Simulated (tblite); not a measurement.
# C5H11FSi: the cost of one run

Computed with tblite 0.8.0 and PySCF 2.14.0, with density-fitted response routines of our own, on a single molecule in the gas phase. Atoms count from 0, in the outputs and in this text.

**1. The starting structure**

18 atoms, charge 0, multiplicity 1; geometry from: force field or distance geometry start.

Bonds of the start (Å): C0–C1 1.52, C1–C2 1.54, C2–C3 1.34, C3–Si4 1.82, C2–C5 1.52, C5–F6 1.36, C0–H7 1.10, C0–H8 1.10, C0–H9 1.10, C1–H10 1.09, C1–H11 1.09, C3–H12 1.10, Si4–H13 1.49, Si4–H14 1.48, Si4–H15 1.49, C5–H16 1.09, C5–H17 1.09.

**2. Relaxing the molecule with GFN2-xTB**

What the job is given:

```
{"job": {"kind": "relax", "xc": "GFN2-xTB", "basis": "xTB"}, "charge": 0, "multiplicity": 1}
C     -1.697600     1.253000     0.057600
C     -0.873600     0.308100    -0.793900
C     -0.036500    -0.651100     0.065600
C      1.276600    -0.515900     0.291600
Si     2.470900     0.754000    -0.227900
C     -0.835000    -1.813900     0.623500
F     -0.036400    -2.666300     1.326800
H     -1.069600     1.862300     0.725900
H     -2.427500     0.712700     0.675300
H     -2.267200     1.939000    -0.585600
H     -0.238000     0.891000    -1.457000
H     -1.530500    -0.279300    -1.441600
H      1.763400    -1.273100     0.924000
H      2.680100     0.673500    -1.705800
H      3.768600     0.560700     0.451900
H      1.948100     2.106400     0.109900
H     -1.610900    -1.459700     1.308800
H     -1.293500    -2.395100    -0.180900
```

Launch:

```
$ OMP_NUM_THREADS=1 python probes_run.py task.json out
```

One launch serves the whole session: the jobs run in the order shown.

**Question.** How long does this first job take on 1 thread of Arm Neoverse N1, shared host?

About 1 s.
